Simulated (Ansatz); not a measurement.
# IrRhC6N6: the cost of one run

Program: Ansatz 0.2.0. Level of theory: DFT PBE, scalar-relativistic, plane waves, PAW. These are calculated values, not measurements.

## (1) The starting structure

Symmetry: Fm-3m, No. 225, cubic system. Conventional cell: a = 10.189 Å, b = 10.189 Å, c = 10.189 Å, α = 90.00°, β = 90.00°, γ = 90.00°. Ir (site symmetry m-3m) has 6 C at 1.92 Å in its first shell of neighbours. Rh (site symmetry m-3m) is surrounded by 6 N at 2.01 Å. C (site symmetry 4mm) has 1 N at 1.17 Å and 1 Ir at 1.92 Å in its first shell of neighbours. N (site symmetry 4mm) is surrounded by 1 C at 1.17 Å and 1 Rh at 2.01 Å.

Coordinates:

```
Ir Rh C N
1.0
     0.00000    5.09450    5.09450
     5.09450    0.00000    5.09450
     5.09450    5.09450    0.00000
Ir Rh C N
1 1 6 6
Direct
  0.00000 0.00000 0.00000
  0.50000 0.50000 0.50000
  0.81186 0.18814 0.18814
  0.18814 0.81186 0.18814
  0.18814 0.18814 0.81186
  0.18814 0.81186 0.81186
  0.81186 0.18814 0.81186
  0.81186 0.81186 0.18814
  0.69703 0.30297 0.30297
  0.30297 0.69703 0.30297
  0.30297 0.30297 0.69703
  0.30297 0.69703 0.69703
  0.69703 0.30297 0.69703
  0.69703 0.69703 0.30297
```

Recipe of the guess: cyanide-bridged rock-salt net of two metals, 0 guest cations a cell (Fm-3m, No. 225). Lengths come from tabulated atomic sizes and are only a guess.

## (2) A first look at the guess

Contents of input.yaml:

```yaml
crystal:
  lattice:
    - [0.0, 5.0945, 5.0945]
    - [5.0945, 0.0, 5.0945]
    - [5.0945, 5.0945, 0.0]
  atoms:
    - { symbol: Ir, position: [0.0, 0.0, 0.0], spin: 1.0 }
    - { symbol: Rh, position: [0.5, 0.5, 0.5], spin: 1.0 }
    - { symbol: C, position: [0.81185592, 0.18814408, 0.18814408] }
    - { symbol: C, position: [0.18814408, 0.81185592, 0.18814408] }
    - { symbol: C, position: [0.18814408, 0.18814408, 0.81185592] }
    - { symbol: C, position: [0.18814408, 0.81185592, 0.81185592] }
    - { symbol: C, position: [0.81185592, 0.18814408, 0.81185592] }
    - { symbol: C, position: [0.81185592, 0.81185592, 0.18814408] }
    - { symbol: "N", position: [0.6970262, 0.3029738, 0.3029738] }
    - { symbol: "N", position: [0.3029738, 0.6970262, 0.3029738] }
    - { symbol: "N", position: [0.3029738, 0.3029738, 0.6970262] }
    - { symbol: "N", position: [0.3029738, 0.6970262, 0.6970262] }
    - { symbol: "N", position: [0.6970262, 0.3029738, 0.6970262] }
    - { symbol: "N", position: [0.6970262, 0.6970262, 0.3029738] }
basis:
  ecutwfc: 420
kpoints:
  mp_grid: { grid: [4, 4, 4] }
hamiltonian:
  xc: pbe
scf:
  occupations: { method: gaussian, width: 0.1 }
  lower_state_search: "off"
output:
  forces: true
  stress: true
  eigenvalues: true
  populations: true
magnetization:
  spin_polarized: true
```

Run with:

```console
$ ansatz run input.yaml --threads 1 --pin off --max-ram 2560MiB --backend cpu --events-out ev --progress --plain --runs-dir out
```

What time and memory should one allow on 1 thread of Intel Xeon Platinum 8259CL at 2.50GHz (Skylake/Cascade Lake), shared host?

About 26 s, with a peak of 0.73 GiB.
